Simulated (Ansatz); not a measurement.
**Cl₂F₂H₂In₂: basis-set convergence**

One table from this session's results is given with a row withheld; the runs are named, their logs left out.

Program: Ansatz 0.2.0, Gaussian basis. Level of theory: one geometry, several basis sets. These are calculated values, not measurements.

Levels to be run: PBE0-D4/def2-SVP; ωB97M-V/def2-SVP; PBE0-D4/def2-QZVPP; ωB97M-V/def2-QZVPP; the functionals' def2-TZVPP values are taken from earlier runs.

1 further run of the same task is left out (for a known fault of the program).

## The relaxed structure

An earlier PBE0-D4 in a triple-zeta def2 set relaxation fixed the geometry. In takes the def2 core potential; no spin-orbit term is included.

SMILES `[F][In@H-]1[Cl+][In@@H-]([F])[Cl+]1`, 8 atoms, charge 0, spin multiplicity 1.

Atoms are counted from 1 here; the program's logs count them from 0.

Bond lengths: F1–In2 1.931 Å, In2–Cl3 2.520 Å, In2–Cl6 2.520 Å, In2–H7 1.687 Å, Cl3–In4 2.520 Å, In4–F5 1.931 Å, In4–Cl6 2.520 Å, In4–H8 1.687 Å. Angles: F1–In2–Cl3 102.2°, F1–In2–Cl6 102.2°, F1–In2–H7 130.4°, Cl3–In2–Cl6 87.6°, Cl3–In2–H7 112.9°, Cl6–In2–H7 112.8°, In2–Cl3–In4 92.3°, Cl3–In4–F5 102.2°, Cl3–In4–Cl6 87.6°, Cl3–In4–H8 112.8°, F5–In4–Cl6 102.2°, F5–In4–H8 130.4°, Cl6–In4–H8 112.8°, In2–Cl6–In4 92.3°.

Set-up of the first run:

in.yaml

```yaml
crystal:
  periodic: [false, false, false]
  atoms:
    - {symbol: F, position_ang: [2.457488, -1.574551, 0.048101]}
    - {symbol: In, position_ang: [1.798913, 0.238346, 0.142559]}
    - {symbol: Cl, position_ang: [0.107511, 0.287888, -1.724380]}
    - {symbol: In, position_ang: [-1.815448, -0.032267, -0.127908]}
    - {symbol: F, position_ang: [-2.177003, -1.921555, -0.298543]}
    - {symbol: Cl, position_ang: [-0.132214, 0.020078, 1.746318]}
    - {symbol: H, position_ang: [2.629666, 1.696851, 0.312946]}
    - {symbol: H, position_ang: [-2.868923, 1.285220, -0.099093]}
basis:
  gaussian: {orbitals: def2-SVP}
hamiltonian: {xc: pbe0, dispersion: d4}
output: {orbitals: {seedname: orbitals}}
```

Started as:

```
ansatz run in.yaml --threads 2 --pin off --events-out ev --progress --plain --max-ram 22528MiB --backend cpu
```

Among the steps run: PBE0-D4 in def2-SVP; ωB97M-V in def2-SVP; PBE0-D4 in def2-QZVPP; ωB97M-V in def2-QZVPP.

One of the session's tables, all rows but one given; the rest of the session is left out.

It belongs to the step «Functionals by basis». 

```
functional       basis  HOMO (eV)  LUMO (eV)
   PBE0-D4    def2-SVP      -9.50      -1.57
   PBE0-D4  def2-TZVPP      -9.62      -1.72
   PBE0-D4  def2-QZVPP          ?          ?
   ωB97M-V    def2-SVP     -11.67       0.47
   ωB97M-V  def2-TZVPP     -11.82       0.17
   ωB97M-V  def2-QZVPP     -11.83       0.06
```

Q: Estimate the row for PBE0-D4, def2-QZVPP from the others.

**Answer.** HOMO (eV): -9.63; LUMO (eV): -1.76. In the column «HOMO (eV)» it lies between ωB97M-V, def2-SVP (-11.67) and PBE0-D4, def2-TZVPP (-9.62).
